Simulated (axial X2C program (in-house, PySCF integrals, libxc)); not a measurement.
# ICl⁻: properties at the nuclei

Aim: properties at the nuclei of ICl⁻, with spin–orbit coupling in the Hamiltonian from the start.

Method: two-component X2C with atomic mean-field terms, I dyall-acv3z, Cl dyall-av3z; program: an in-house X2C program for linear molecules on PySCF integrals.

All values are calculated.

## 1. The job

Contents of task.json:

```json
{"zs": [53, 17], "q": -1, "bas": ["dyall-acv3z", "dyall-av3z"], "r0": 2.32, "levels": ["PBE0", "HF", "PBE", "BHandHLYP", "LDA"], "nst": 3}
```

Keys: zs atomic numbers; q charge; bas basis sets; r0 starting distance in Å; levels methods (HF also brings MP2); nst determinants followed.

The run is started by

```console
$ python soeom.py task.json out
```

Nuclei are Gaussian, cores are contracted, and the Gaunt term is on.

## 2. Expectation values, lowest determinant

R = 2.914 Å. State: Ω = 1/2 (excess of +ω over −ω: ω = 1/2).

Output of the PBE0 run:

```text
two-component X2C + atomic mean field  PBE0
basis functions 202  fitting functions 996  grid points 5087
iter        total energy     max residual
   1      -7573.889029920     2.47e-05
   2      -7573.889029921     3.14e-06
converged
one-electron -10724.76325212  Coulomb 3202.89265572  exact exchange -52.01014676  xc functional -159.22510380  nuclear repulsion 163.61999555  atomic mean-field constant -4.40317852
```

The highest occupied spinor is 59% I p, 30% Cl p, 4% I d.

| level | Eeff magnitude (GV/cm) | Ws magnitude I (kHz) | A∥/gI I (MHz) | qzz I (a.u.) | A∥/gI Cl (MHz) | qzz Cl (a.u.) |
| --- | --- | --- | --- | --- | --- | --- |
| PBE0 | 7.49 | 9.7 | 1030 | 8.16 | 402 | 2.16 |
| HF | 9.35 | 12.2 | 1320 | 9.92 | 447 | 1.59 |
| PBE | 6.64 | 8.59 | 944 | 7.73 | 378 | 2.17 |
| BHandHLYP | 7.84 | 10.2 | 1150 | 8.50 | 435 | 2.08 |
| LDA | 6.17 | 8.03 | 966 | 7.72 | 385 | 2.20 |

Eeff is the effective electric field on the electron dipole moment in this Ω state and Ws the scalar–pseudoscalar constant (defined with the proton number Z and per Ω); A∥ is the parallel hyperfine constant, which follows by multiplying with the nuclear g factor gI = μI/(I μN); qzz is the electric field gradient, eQq0 = 234.96 MHz × Q/barn × qzz. The operators were transformed with the bare-nucleus X2C matrices.

## 3. Expectation values, a higher determinant

R = 2.914 Å. State: Ω = 3/2 (excess of +ω over −ω: ω = 3/2), 1.22 eV above the lowest in the PBE0 search for states (made at or near this distance, with looser thresholds).

Output of the PBE0 run:

```text
two-component X2C + atomic mean field  PBE0
basis functions 202  fitting functions 996  grid points 5087
iter        total energy     max residual
   1      -7573.844336016     1.86e-05
   2      -7573.844336016     3.33e-06
converged
one-electron -10724.51398975  Coulomb 3202.68402695  exact exchange -52.00642007  xc functional -159.22477017  nuclear repulsion 163.61999555  atomic mean-field constant -4.40317852
```

The highest occupied spinor is 48% I p, 39% Cl p, 5% I d.

| level | Eeff magnitude (GV/cm) | Ws magnitude I (kHz) | A∥/gI I (MHz) | qzz I (a.u.) | A∥/gI Cl (MHz) | qzz Cl (a.u.) |
| --- | --- | --- | --- | --- | --- | --- |
| PBE0 | 0.166 | 0.0334 | 485 | -5.84 | 114 | -1.20 |
| HF | 0.849 | 0.321 | 569 | -7.82 | 19.1 | -0.56 |
| PBE | 0.125 | 0.0226 | 452 | -5.28 | 124 | -1.25 |
| BHandHLYP | 0.322 | 0.0957 | 569 | -6.80 | 85.2 | -1.01 |
| LDA | 0.135 | 0.0267 | 483 | -5.38 | 130 | -1.30 |

## 4. Summary of results

| quantity | value |
| --- | --- |
| lowest determinant | Ω = 1/2 (excess of +ω over −ω: ω = 1/2) |
| Eeff magnitude (GV/cm), PBE0 | 7.49 |
| Ws magnitude I (kHz), PBE0 | 9.7 |
| A∥/gI I (MHz), PBE0 | 1030 |
| qzz I (a.u.), PBE0 | 8.16 |
| higher determinant | Ω = 3/2 (excess of +ω over −ω: ω = 3/2) |
| Eeff magnitude (GV/cm), PBE0, higher determinant | 0.166 |
| Ws magnitude I (kHz), PBE0, higher determinant | 0.0334 |
| A∥/gI I (MHz), PBE0, higher determinant | 485 |
| qzz I (a.u.), PBE0, higher determinant | -5.84 |

In the first state, the effective field runs from 6.17 to 9.35 GV/cm over the mean-field levels. The expectation values come from single determinants, which for open shells can mix terms of unlike spin or miss the lowest Ω, so a determinant need not be a state. Eeff is the effective electric field on the electron dipole moment in this Ω state and Ws the scalar–pseudoscalar constant (defined with the proton number Z and per Ω); A∥ is the parallel hyperfine constant, which follows by multiplying with the nuclear g factor gI = μI/(I μN); qzz is the electric field gradient, eQq0 = 234.96 MHz × Q/barn × qzz. The operators were transformed with the bare-nucleus X2C matrices.
